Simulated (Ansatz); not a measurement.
# CH₃BrGaO radical: one species, many methods

One table from this session's results is given with a row withheld; the runs are named, their logs left out.

Program: Ansatz 0.2.0, Gaussian basis. Level of theory: functionals in def2-TZVPP, the program's frozen cores in correlated methods. These are calculated values, not measurements.

Levels to be run: LDA (SPW92), PBE-D4, revPBE-D4, BLYP-D4, r2SCAN-D4, B97M-V, PBE0-D4, B3LYP-D4, r2SCANh-D4, r2SCAN0-D4, HSE06-D4, BHLYP-D4, CAM-B3LYP-D4, LC-ωPBE, ωB97X-V, ωB97M-V, B2PLYP, PBE-QIDH; CCSD(T)/def2-SVP; CCSD(T)/def2-TZVPP; MP2/def2-QZVPP; extrapolation to the limit; RPA on PBE.

### The geometry

An earlier PBE0-D4 in a triple-zeta def2 set relaxation fixed the geometry.

SMILES `C[O][Ga][Br]`, 7 atoms, charge 0, spin multiplicity 2.

Atoms are counted from 1 here; the program's logs count them from 0.

Bond lengths: C1–O2 1.406 Å, C1–H5 1.094 Å, C1–H6 1.096 Å, C1–H7 1.096 Å, O2–Ga3 1.793 Å, Ga3–Br4 2.317 Å. Angles: O2–C1–H5 107.8°, O2–C1–H6 112.0°, O2–C1–H7 112.7°, H5–C1–H6 108.0°, H5–C1–H7 107.8°, H6–C1–H7 108.4°, C1–O2–Ga3 127.1°, O2–Ga3–Br4 114.5°.

The first run:

The input, in.yaml:

```yaml
crystal:
  periodic: [false, false, false]
  atoms:
    - {symbol: C, position_ang: [0.604293, 0.903318, 0.257460]}
    - {symbol: O, position_ang: [-0.372762, 0.048768, -0.281933]}
    - {symbol: Ga, position_ang: [-0.508476, -1.724166, -0.048662]}
    - {symbol: Br, position_ang: [-2.321575, -2.698830, -1.113026]}
    - {symbol: H, position_ang: [0.495606, 1.880275, -0.222028]}
    - {symbol: H, position_ang: [0.478301, 1.040769, 1.337095]}
    - {symbol: H, position_ang: [1.624613, 0.549856, 0.071084]}
basis:
  gaussian: {orbitals: def2-TZVPP}
magnetization: {spin_polarized: true, initial_magnetization: 1}
hamiltonian: {xc: lda}
output: {orbitals: {seedname: orbitals}}
```

Among the steps run: LDA; PBE-D4 (GGA); revPBE-D4 (GGA); BLYP-D4 (GGA); r2SCAN-D4 (meta-GGA); B97M-V (meta-GGA); PBE0-D4 (hybrid); B3LYP-D4 (hybrid); r2SCANh-D4 (hybrid); r2SCAN0-D4 (hybrid); HSE06-D4 (hybrid); BHLYP-D4 (hybrid); CAM-B3LYP-D4 (range-separated); LC-ωPBE (range-separated); ωB97X-V (range-separated); ωB97M-V (range-separated); B2PLYP (double hybrid); PBE-QIDH (double hybrid).

One table of the session follows, with a row left open; its other results are not shown here.

It belongs to the step «Frontier levels by functional». 

| functional | HOMO (eV) | LUMO (eV) | gap (eV) |
| --- | --- | --- | --- |
| LDA (SPW92) | -5.54 | -4.81 | 0.73 |
| PBE-D4 | -5.42 | -4.45 | 0.98 |
| revPBE-D4 | -5.38 | -4.31 | 1.07 |
| BLYP-D4 | -5.26 | -4.47 | 0.79 |
| r2SCAN-D4 | -5.81 | -4.15 | 1.67 |
| B97M-V | -5.61 | -4.55 | 1.07 |
| PBE0-D4 | -6.56 | -3.60 | 2.96 |
| B3LYP-D4 | -6.32 | -4.00 | 2.32 |
| r2SCANh-D4 | -6.23 | -3.84 | 2.39 |
| r2SCAN0-D4 | -6.86 | -3.39 | 3.46 |
| HSE06-D4 | ? | ? | ? |
| BHLYP-D4 | -7.53 | -2.87 | 4.65 |
| CAM-B3LYP-D4 | -7.79 | -2.79 | 5.00 |
| LC-ωPBE | -9.11 | -1.36 | 7.76 |
| ωB97X-V | -8.66 | -1.78 | 6.89 |
| ωB97M-V | -8.58 | -1.95 | 6.63 |

Estimate the missing values for HSE06-D4.

The run gave: HOMO (eV): -6.17; LUMO (eV): -3.97; gap (eV): 2.20. In the column «HOMO (eV)» it lies between r2SCANh-D4 (-6.23) and r2SCAN-D4 (-5.81).
